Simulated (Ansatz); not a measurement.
# CH₇InN₂: up Jacob's ladder to CCSD(T)

One table from this session's results is given with a row withheld; the runs are named, their logs left out.

Method: functionals in def2-TZVPP, the program's frozen cores in correlated methods; program: Ansatz 0.2.0, Gaussian basis.

The runs, in order: LDA (SPW92), PBE-D4, revPBE-D4, BLYP-D4, r2SCAN-D4, B97M-V, PBE0-D4, B3LYP-D4, r2SCANh-D4, r2SCAN0-D4, HSE06-D4, BHLYP-D4, CAM-B3LYP-D4, LC-ωPBE, ωB97X-V, ωB97M-V, B2PLYP, PBE-QIDH; CCSD(T)/def2-SVP; CCSD(T)/def2-TZVPP; MP2/def2-QZVPP; extrapolation to the limit; RPA on PBE.

## Structure used throughout

An earlier PBE0-D4 in a triple-zeta def2 set relaxation fixed the geometry. In takes the def2 core potential; no spin-orbit term is included.

SMILES `[CH3][In]([NH2])[NH2]`, 11 atoms, charge 0, spin multiplicity 1.

Atoms are counted from 1 here; the program's logs count them from 0.

Bond lengths: C1–In2 2.139 Å, C1–H5 1.090 Å, C1–H6 1.090 Å, C1–H7 1.091 Å, In2–N3 2.025 Å, In2–N4 2.025 Å, N3–H8 1.008 Å, N3–H9 1.009 Å, N4–H10 1.008 Å, N4–H11 1.009 Å. Angles: In2–C1–H5 110.3°, In2–C1–H6 110.3°, In2–C1–H7 109.9°, H5–C1–H6 109.2°, H5–C1–H7 108.6°, H6–C1–H7 108.6°, C1–In2–N3 123.5°, C1–In2–N4 123.5°, N3–In2–N4 112.3°, In2–N3–H8 119.5°, In2–N3–H9 119.5°, H8–N3–H9 109.4°, In2–N4–H10 119.5°, In2–N4–H11 119.5°, H10–N4–H11 109.4°.

The first run:

Input file in.yaml:

```yaml
crystal:
  periodic: [false, false, false]
  atoms:
    - {symbol: C, position_ang: [-1.176931, 1.584164, -0.078331]}
    - {symbol: In, position_ang: [0.112126, -0.120222, 0.009015]}
    - {symbol: N, position_ang: [0.685936, -1.000121, 1.740303]}
    - {symbol: N, position_ang: [1.120323, -0.841692, -1.592110]}
    - {symbol: H, position_ang: [-0.899421, 2.225780, -0.914741]}
    - {symbol: H, position_ang: [-1.111530, 2.155367, 0.847829]}
    - {symbol: H, position_ang: [-2.210255, 1.261875, -0.215368]}
    - {symbol: H, position_ang: [0.107345, -0.906298, 2.560720]}
    - {symbol: H, position_ang: [1.087241, -1.925149, 1.717466]}
    - {symbol: H, position_ang: [0.770281, -0.664607, -2.520949]}
    - {symbol: H, position_ang: [1.514886, -1.769086, -1.553854]}
basis:
  gaussian: {orbitals: def2-TZVPP}
hamiltonian: {xc: lda}
output: {orbitals: {seedname: orbitals}}
```

Among the steps run: LDA; PBE-D4 (GGA); revPBE-D4 (GGA); BLYP-D4 (GGA); r2SCAN-D4 (meta-GGA); B97M-V (meta-GGA); PBE0-D4 (hybrid); B3LYP-D4 (hybrid); r2SCANh-D4 (hybrid); r2SCAN0-D4 (hybrid); HSE06-D4 (hybrid); BHLYP-D4 (hybrid); CAM-B3LYP-D4 (range-separated); LC-ωPBE (range-separated); ωB97X-V (range-separated); ωB97M-V (range-separated); B2PLYP (double hybrid); PBE-QIDH (double hybrid).

One of the session's tables, all rows but one given; the rest of the session is left out.

It belongs to the step «Orbital energies across the functionals». 

```
  functional  HOMO (eV)  gap (eV)
 LDA (SPW92)      -5.30      3.94
      PBE-D4      -5.11      3.95
   revPBE-D4      -5.03      3.98
     BLYP-D4          ?         ?
   r2SCAN-D4      -5.37      4.53
      B97M-V      -5.42      4.29
     PBE0-D4      -6.46      6.09
    B3LYP-D4      -6.22      5.54
  r2SCANh-D4      -5.88      5.32
  r2SCAN0-D4      -6.66      6.48
    HSE06-D4      -6.06      5.32
    BHLYP-D4      -7.74      8.01
CAM-B3LYP-D4      -7.89      8.32
     LC-ωPBE      -9.31     10.86
     ωB97X-V      -8.91     10.32
     ωB97M-V      -8.83      9.90
```

**Question.** Estimate the row for BLYP-D4.

Worked estimate for «HOMO (eV)». Against the share of exact exchange, B3LYP-D4 (0.2, -6.22), BHLYP-D4 (0.5, -7.74) give a slope of -5.07 per unit share; at 0 the line stands at -5.21.

**Answer.** HOMO (eV): -4.98; gap (eV): 3.83. In «HOMO (eV)» the line misses by -0.23.
